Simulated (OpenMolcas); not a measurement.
# SnBr: electronic states by CASSCF, CASPT2 and spin–orbit RASSI

Which states of SnBr lie lowest, and how does spin–orbit coupling split them?

Method: SA-CASSCF(9,7), XMS-CASPT2, RASSI; ANO-RCC-VDZP; program: OpenMolcas 26.06.

All values are calculated.

**1. Set-up**

C2 symmetry about the axis (a holds Σ, Δ, Γ; b holds Π, Φ, H; Σ⁺ and Σ⁻ are not told apart); roots by multiplicity and irrep: 2b 8, 2a 7, 4a 5, 4b 4.

Active shells: Sn 5s 5p, Br 4p.

File m.inp:

```
&GATEWAY
Coord
2
angstrom
Sn 0.0 0.0 0.0
Br 0.0 0.0 2.5460
Basis=ANO-RCC-VDZP
Group=XY
RX2C
AMFI
ANGMom
0.0 0.0 0.0
RICD
&SEWARD
&GUESSORB
&RASSCF
FileOrb=$CurrDir/o22.orb
Symmetry=2
Spin=2
nActEl=9 0 0
Inactive=22 16
RAS2=3 4
CIRoot=8 8 1
Linear
Iterations=120 100
OrbListing=Nothing
PRWF=0.15
>>COPY $Project.RasOrb $CurrDir/o22.orb
>>COPY $Project.rasscf.h5 $CurrDir/r22.h5
&CASPT2
XMultistate=all
Imaginary=0.2
IPEA=0.25
MaxIter=40
>>COPY $Project.JobMix JOB001
&RASSCF
FileOrb=$CurrDir/o21.orb
Symmetry=1
Spin=2
nActEl=9 0 0
Inactive=22 16
RAS2=3 4
CIRoot=7 7 1
Linear
Iterations=120 100
OrbListing=Nothing
PRWF=0.15
>>COPY $Project.RasOrb $CurrDir/o21.orb
>>COPY $Project.rasscf.h5 $CurrDir/r21.h5
&CASPT2
XMultistate=all
Imaginary=0.2
IPEA=0.25
MaxIter=40
>>COPY $Project.JobMix JOB002
&RASSCF
FileOrb=$CurrDir/o41.orb
Symmetry=1
Spin=4
nActEl=9 0 0
Inactive=22 16
RAS2=3 4
CIRoot=5 5 1
Linear
Iterations=120 100
OrbListing=Nothing
PRWF=0.15
>>COPY $Project.RasOrb $CurrDir/o41.orb
>>COPY $Project.rasscf.h5 $CurrDir/r41.h5
&CASPT2
XMultistate=all
Imaginary=0.2
IPEA=0.25
MaxIter=40
>>COPY $Project.JobMix JOB003
&RASSCF
FileOrb=$CurrDir/o42.orb
Symmetry=2
Spin=4
nActEl=9 0 0
Inactive=22 16
RAS2=3 4
CIRoot=4 4 1
Linear
Iterations=120 100
OrbListing=Nothing
PRWF=0.15
>>COPY $Project.RasOrb $CurrDir/o42.orb
>>COPY $Project.rasscf.h5 $CurrDir/r42.h5
&CASPT2
XMultistate=all
Imaginary=0.2
IPEA=0.25
MaxIter=40
>>COPY $Project.JobMix JOB004
&RASSI
Nr of JobIphs=4 8 7 5 4
1 2 3 4 5 6 7 8
1 2 3 4 5 6 7
1 2 3 4 5
1 2 3 4
SpinOrbit
EJob
Omega
MEES
MESO
Properties=4
'AngMom' 3 'Mltpl  1' 1 'Mltpl  1' 2 'Mltpl  1' 3
Thrs=1.0d-4
>>COPY $Project.rassi.h5 $CurrDir/so.h5
```

Each module block was a call of its own in one work directory; start orbitals came from a preliminary run.

Launch:

```console
$ pymolcas m.inp
```

**2. CASSCF and CASPT2, block by block**

Further steps of the session: From Λ–S states to Ω levels.

Before running it: what results should come out? Wanted: lowest spin-free state; next spin-free state; lowest level; next level; lowering by spin–orbit coupling.

As calculated:

```
                       quantity                 value
         lowest spin-free state                 (1)2Π
           next spin-free state       (1)2Σ, 2.463 eV
                   lowest level  Ω = 1/2, 100 % (1)2Π
                     next level    Ω = 3/2, 1952 cm⁻¹
lowering by spin–orbit coupling             1089 cm⁻¹
```

**Reading.** At 2.546 Å the lowest computed level has Ω = 1/2 and is 100 % (1)2Π. The levels that stem mainly from (1)2Π spread over 1952 cm⁻¹. Only the spin multiplicities and numbers of roots in the input were computed, so the list of states is not complete and the lowest one found need not be the ground state; labels number the states computed.
